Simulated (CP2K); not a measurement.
# ScSi2 in CP2K: the effect of pseudo set

Crystal: ScSi2.

```xyz
3
Lattice="3.6600 0.0000 0.0000 -1.8300 3.1697 0.0000 0.0000 0.0000 3.8700" Properties=species:S:1:pos:R:3 pbc="T T T"
Sc    0.0000    0.0000    0.0000
Si    1.8300    1.0566    1.9350
Si    0.0000    2.1131    1.9350
```

Alike in all runs:

- Program: CP2K 2026.2
- Task: band structure
- Functional: PBE
- Density cutoff: 6123 eV
- k mesh: 8 × 8 × 7
- Occupations: fermi-dirac, width 0.05 eV
- Spin: no spin polarisation

```csv
pseudo set,pressure (GPa)
PBE,24.8
PADE,?
BLYP,25.2
SCAN,23.3
PBE0,24.0
```

Task: What does the run with pseudo set PADE give?

Result: Pressure 20.0 GPa.

Caveats: the basis of atomic orbitals isn't converged, which shifts pressures, moduli and gaps; the potentials were made for another functional, which shifts forces and pressure (some runs).
